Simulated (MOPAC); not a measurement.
# CH5ClN2Si (SMILES N[Si]1(Cl)CN1): PM6-DH+ (COSMO chloroform)

Aim: the vertical ionisation energy of CH5ClN2Si at PM6-DH+ (COSMO chloroform), from 2 runs. 

Program for the calculation: MOPAC 23.2.5.

6 further runs of the same task are left out: 6 set aside as unsound or not needed.

### 1 The molecule

CH5ClN2Si has 10 atoms, charge 0, and is taken as a singlet. As SMILES, `N[Si]1(Cl)CN1`. Geometry: relaxed at GFN2-xTB. This is one conformer, not always the lowest.

Bond lengths: N1–Si2 1.721 Å, Si2–Cl3 2.009 Å, Si2–C4 1.860 Å, Si2–N5 1.719 Å, C4–N5 1.500 Å, N1–H6 1.008 Å, N1–H7 1.007 Å, C4–H8 1.082 Å, C4–H9 1.083 Å, N5–H10 1.006 Å. Some angles: N1–Si2–Cl3 115.9°, N1–Si2–C4 117.8°, N1–Si2–N5 121.4°, Cl3–Si2–C4 122.3°, Cl3–Si2–N5 113.5°, C4–Si2–N5 49.4°, Si2–C4–N5 60.4°, Si2–N5–C4 70.2°, Si2–N1–H6 118.3°, Si2–N1–H7 118.3°.

### 2 The charge distribution at PM6-DH+ (COSMO chloroform)

Input file mol.sdf:

```

     RDKit          3D

 10 10  0  0  0  0  0  0  0  0999 V2000
   -1.4917    0.6562    0.6639 N   0  0  0  0  0  0  0  0  0  0  0  0
    0.0491    0.6061   -0.1021 Si  0  0  2  0  0  4  0  0  0  0  0  0
    0.7927    2.3763   -0.6947 Cl  0  0  0  0  0  0  0  0  0  0  0  0
    0.5883   -1.0036   -0.8614 C   0  0  0  0  0  0  0  0  0  0  0  0
    1.2569   -0.5139    0.3887 N   0  0  0  0  0  0  0  0  0  0  0  0
   -1.5253    0.7948    1.6618 H   0  0  0  0  0  0  0  0  0  0  0  0
   -2.2282    1.1827    0.2221 H   0  0  0  0  0  0  0  0  0  0  0  0
   -0.0449   -1.8753   -0.7615 H   0  0  0  0  0  0  0  0  0  0  0  0
    1.2780   -1.0853   -1.6920 H   0  0  0  0  0  0  0  0  0  0  0  0
    1.3251   -1.1380    1.1752 H   0  0  0  0  0  0  0  0  0  0  0  0
  2  1  1  0
  2  3  1  6
  4  2  1  0
  5  4  1  0
  5  2  1  0
  6  1  1  0
  7  1  1  0
  8  4  1  0
  9  4  1  0
 10  5  1  0
M  END
$$$$
```

Input file input.mop:

```
PM6-DH+ 1SCF PRTINT DAMP=1.0 EPS=4.71 PL MULLIK ITRY=60 SINGLET PULAY THREADS=1 AUX(PRECISION=6)


N  -1.49170 1  0.65620 1  0.66390 1
Si  0.04910 1  0.60610 1 -0.10210 1
Cl  0.79270 1  2.37630 1 -0.69470 1
C   0.58830 1 -1.00360 1 -0.86140 1
N   1.25690 1 -0.51390 1  0.38870 1
H  -1.52530 1  0.79480 1  1.66180 1
H  -2.22820 1  1.18270 1  0.22210 1
H  -0.04490 1 -1.87530 1 -0.76150 1
H   1.27800 1 -1.08530 1 -1.69200 1
H   1.32510 1 -1.13800 1  1.17520 1
```

The run is started by

```console
$ obabel mol.sdf -omop -xk "PM6-DH+ 1SCF PRTINT DAMP=1.0 EPS=4.71 PL MULLIK ITRY=60 SINGLET PULAY THREADS=1 AUX(PRECISION=6)" -O input.mop
$ mopac input.mop
```

input.out:

```text
MOPAC v23.2.5
PM6-DH+ CALCULATION RESULTS
[...]
           Empirical Formula: C H5 N2 Si Cl  =    10 atoms
      MOLECULAR POINT GROUP   :   C1
[...]
          *                 WARNING                   *
          *                                           *
[...]
          *              END OF WARNING               *
          *                                           *
[...]
     SCF FIELD WAS ACHIEVED
[...]
          FINAL HEAT OF FORMATION =        -32.82159 KCAL/MOL =    -137.32555 KJ/MOL
          VAN DER WAALS AREA      =        128.39 SQUARE ANGSTROMS
          DIELECTRIC ENERGY       =         -0.28185 EV
          COSMO AREA              =        128.39 SQUARE ANGSTROMS
          COSMO VOLUME            =        118.44 CUBIC ANGSTROMS
          IONIZATION POTENTIAL    =          8.913819 EV
          HOMO LUMO ENERGIES (EV) =         -8.914 -0.436
          NO. OF FILLED LEVELS    =         15
          MOLECULAR WEIGHT        =        108.6024         POINT GROUP:  C1
[...]
                             CARTESIAN COORDINATES
   1    N       -1.491700000     0.656200000     0.663900000
   2   Si        0.049100000     0.606100000    -0.102100000
   3   Cl        0.792700000     2.376300000    -0.694700000
   4    C        0.588300000    -1.003600000    -0.861400000
   5    N        1.256900000    -0.513900000     0.388700000
   6    H       -1.525300000     0.794800000     1.661800000
   7    H       -2.228200000     1.182700000     0.222100000
   8    H       -0.044900000    -1.875300000    -0.761500000
   9    H        1.278000000    -1.085300000    -1.692000000
  10    H        1.325100000    -1.138000000     1.175200000
[...]
              NET ATOMIC CHARGES AND DIPOLE CONTRIBUTIONS
  ATOM NO.   TYPE          CHARGE      No. of ELECS.   s-Pop       p-Pop       d-Pop
    1          N          -0.537694        5.5377     1.50117     4.03653
    2         Si           0.461284        3.5387     0.95695     1.32838     1.25339
    3         Cl          -0.160461        7.1605     1.99138     5.16699     0.00209
    4          C          -0.360875        4.3609     1.09148     3.26939
    5          N          -0.473372        5.4734     1.57298     3.90040
    6          H           0.266856        0.7331     0.73314
    7          H           0.261796        0.7382     0.73820
    8          H           0.143155        0.8568     0.85684
    9          H           0.150510        0.8495     0.84949
   10          H           0.248801        0.7512     0.75120
 DIPOLE           X         Y         Z       TOTAL
 POINT-CHG.    -2.808    -0.203     1.271     3.088
 HYBRID        -0.637     0.461     0.587     0.981
 SUM           -3.444     0.257     1.857     3.922
[...]
 * JOB ENDED NORMALLY *
[...]
```

Wall time 0.08 s (1 thread of Arm Neoverse N1, shared host).

Atomic charges (e):

```
atom  program's own  Mulliken
  N1         -0.538    -0.772
 Si2         +0.461    +0.974
 Cl3         -0.160    -0.287
  C4         -0.361    -0.512
  N5         -0.473    -0.679
  H6         +0.267    +0.310
  H7         +0.262    +0.304
  H8         +0.143    +0.176
  H9         +0.151    +0.187
 H10         +0.249    +0.298
```

### 3 The doublet cation

mol.sdf is that of step 2.

Input file ch5cln2si.mop:

```
DOUBLET PULAY CHARGE=1 PRTINT PL UHF ITRY=60 MULLIK 1SCF EPS=4.71 DAMP=1.0 PM6-DH+ AUX(PRECISION=6) THREADS=1


N  -1.49170 1  0.65620 1  0.66390 1
Si  0.04910 1  0.60610 1 -0.10210 1
Cl  0.79270 1  2.37630 1 -0.69470 1
C   0.58830 1 -1.00360 1 -0.86140 1
N   1.25690 1 -0.51390 1  0.38870 1
H  -1.52530 1  0.79480 1  1.66180 1
H  -2.22820 1  1.18270 1  0.22210 1
H  -0.04490 1 -1.87530 1 -0.76150 1
H   1.27800 1 -1.08530 1 -1.69200 1
H   1.32510 1 -1.13800 1  1.17520 1
```

The run is started by

```console
$ obabel mol.sdf -omop -xk "DOUBLET PULAY CHARGE=1 PRTINT PL UHF ITRY=60 MULLIK 1SCF EPS=4.71 DAMP=1.0 PM6-DH+ AUX(PRECISION=6) THREADS=1" -O ch5cln2si.mop
$ mopac ch5cln2si.mop
```

ch5cln2si.out, shortened:

```text
MOPAC v23.2.5
PM6-DH+ CALCULATION RESULTS
[...]
           Empirical Formula: C H5 N2 Si Cl  =    10 atoms
      MOLECULAR POINT GROUP   :   C1
[...]
          *                 WARNING                   *
          *                                           *
[...]
          *              END OF WARNING               *
          *                                           *
[...]
     SCF FIELD WAS ACHIEVED
[...]
          FINAL HEAT OF FORMATION =        114.28295 KCAL/MOL =     478.15988 KJ/MOL
          VAN DER WAALS AREA      =        128.39 SQUARE ANGSTROMS
          DIELECTRIC ENERGY       =         -1.97692 EV
          COSMO AREA              =        128.39 SQUARE ANGSTROMS
          COSMO VOLUME            =        118.44 CUBIC ANGSTROMS
          IONIZATION POTENTIAL    =         11.703442 EV
          ALPHA SOMO LUMO (EV)    =        -11.725 -2.131
          BETA  SOMO LUMO (EV)    =        -11.703 -3.906
          NO. OF ALPHA ELECTRONS  =         15
          NO. OF BETA  ELECTRONS  =         14
          MOLECULAR WEIGHT        =        108.6024         POINT GROUP:  C1
[...]
                             CARTESIAN COORDINATES
   1    N       -1.491700000     0.656200000     0.663900000
   2   Si        0.049100000     0.606100000    -0.102100000
[...]
              NET ATOMIC CHARGES AND DIPOLE CONTRIBUTIONS
  ATOM NO.   TYPE          CHARGE      No. of ELECS.   s-Pop       p-Pop       d-Pop
    1          N          -0.571945        5.5719     1.50404     4.06791
    2         Si           0.898045        3.1020     0.90610     1.18092     1.01494
    3         Cl          -0.116625        7.1166     1.99246     5.12170     0.00247
    4          C          -0.436975        4.4370     1.12832     3.30866
    5          N          -0.068680        5.0687     1.54733     3.52135
    6          H           0.280465        0.7195     0.71953
    7          H           0.282416        0.7176     0.71758
    8          H           0.211822        0.7882     0.78818
    9          H           0.249327        0.7507     0.75067
   10          H           0.272149        0.7279     0.72785
 DIPOLE           X         Y         Z       TOTAL
 POINT-CHG.    -1.062    -4.203     2.074     4.806
 HYBRID        -0.005    -0.106     0.442     0.455
 SUM           -1.066    -4.309     2.517     5.103
[...]
                    (S**2)  =    0.761216
[...]
 * JOB ENDED NORMALLY *
[...]
```

It took 0.12 s on 1 thread of Arm Neoverse N1, shared host.

Atomic charges (e):

| atom | program's own | Mulliken |
| --- | --- | --- |
| N1 | -0.572 | -0.819 |
| Si2 | +0.898 | +1.469 |
| Cl3 | -0.117 | -0.252 |
| C4 | -0.437 | -0.642 |
| N5 | -0.069 | -0.302 |
| H6 | +0.280 | +0.327 |
| H7 | +0.282 | +0.329 |
| H8 | +0.212 | +0.261 |
| H9 | +0.249 | +0.301 |
| H10 | +0.272 | +0.328 |

### 4 Outcome

At PM6-DH+ (COSMO chloroform):

```
                                          quantity           value
                  singlet CH5ClN2Si: dipole moment          3.92 D
                    singlet CH5ClN2Si: HOMO energy        -8.91 eV
                    singlet CH5ClN2Si: LUMO energy        -0.44 eV
                  singlet CH5ClN2Si: HOMO–LUMO gap         8.48 eV
              singlet CH5ClN2Si: heat of formation  -32.8 kcal/mol
        doublet cation: HOMO energy (over α and β)       -11.70 eV
        doublet cation: LUMO energy (over α and β)        -3.91 eV
                 doublet cation: heat of formation  114.3 kcal/mol
                              doublet cation: ⟨S²⟩           0.761
vertical ionisation energy (to the doublet cation)        6.379 eV
```

What this shows: The vertical ionisation energy comes to 6.38 eV (615 kJ/mol). The continuum is in equilibrium with both charges, so this lies below a true vertical value in solution, where the slow polarisation stays frozen. Mulliken charges (doublet cation) run from -0.82 on N1 to +1.47 on Si2.
